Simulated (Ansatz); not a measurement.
# O: the cost of one run

Method: DFT PBEsol, scalar-relativistic, plane waves, PAW, in Ansatz 0.2.0.

3 further runs of the same task are left out: 2 that didn't finish, 1 set aside as unsound or not needed.

**1. The structure to begin with**

It takes space group Fmmm (No. 69, orthorhombic). The conventional cell has a = 2.957 Å, b = 4.215 Å, c = 6.690 Å, α = 90.00°, β = 90.00°, γ = 90.00°. O (site symmetry mm2) is surrounded by 1 O at 1.17 Å.

Coordinates:

```
O
1.0
     0.00000    2.10755    3.34485
     1.47835    0.00000    3.34485
     1.47835    2.10755    0.00000
O
2
Direct
  0.08710 0.08710 0.91290
  0.91290 0.91290 0.08710
```

The structure comes from the Crystallography Open Database.

**6. Plan of the scan**

The energy is mapped over volume and the cell's shape.

- volume per atom: 5 values from 10.29 to 14.22 Å³
- stretch along c over the lengths across it, relative to the relaxed cell: 5 values from 0.886 to 1.128

Nothing else is relaxed (fractional coordinates fixed). Energies count from the relaxed crystal. Points are written as (first, second).

(The set-up runs are not shown.)

**7. Point (12.26 Å³, 1.128)**

Input file input.yaml:

```yaml
crystal:
  lattice:
    - [0.0, 1.5891607199, 4.836191774]
    - [1.5946091496, 0.0, 4.836191774]
    - [1.5946091496, 1.5891607199, 0.0]
  atoms:
    - { symbol: O, position: [0.0675080576, 0.0675080576, 0.9324919424] }
    - { symbol: O, position: [0.9324919424, 0.9324919424, 0.0675080576] }
basis:
  ecutwfc: 520.0
kpoints:
  mp_grid: { grid: [22, 22, 22] }
hamiltonian:
  xc: pbesol
scf:
  occupations: { method: gaussian, width: 0.15 }
output:
  forces: true
  stress: true
  eigenvalues: true
```

Started as:

```console
ansatz run input.yaml --threads 1 --pin off --max-ram 2048MiB --backend cpu --events-out ev --progress --plain --runs-dir out
```

What time and memory should one allow on 1 thread of Arm Neoverse V2, shared host?

About 21 s, with a peak of 0.72 GiB.
